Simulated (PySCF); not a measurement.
# C4H4BrN3: the cost of one run

Computed with PySCF 2.14.0 and routines of our own; the level stands in each step. Atoms count from 0.

### 1 The starting structure

12 atoms, charge 1, multiplicity 2; geometry from: GFN2-xTB.

### 2 Open-shell or spin-flip excitations: unrestricted TDA PBE0/def2-SVPD

Job settings and geometry (Å):

```
{"job": {"kind": "uabs", "xc": "PBE0", "basis": "def2-SVPD", "nstates": 10, "tda": true}, "charge": 1, "multiplicity": 2}
C     -1.835289    -0.237851    -0.100741
C     -0.380762    -0.337392    -0.048190
N      0.204887    -1.540095    -0.123591
N      1.437426    -1.626860    -0.076821
N      2.304642    -0.752168     0.035360
C      1.891931     0.513413     0.122747
C      0.518001     0.764864     0.082989
Br    -0.145186     2.522313     0.200429
H     -2.214122     0.247877     0.802445
H     -2.289990    -1.221102    -0.199717
H     -2.142643     0.389859    -0.941369
H      2.652304     1.276457     0.220431
```

With the program's defaults for keys left out, this is: unrestricted TDA PBE0/def2-SVPD, vertical, gas phase, core orbitals frozen in the response.

On the command line:

```console
OMP_NUM_THREADS=1 python excited_run.py task.json out
```

One launch serves the whole session: the jobs run in the order shown.

**Question.** How long does this first job take on 1 thread of Intel Xeon Platinum 8259CL at 2.50GHz, shared host, and how much memory does it need?

About 1.8 min, with a peak of 0.75 GiB.
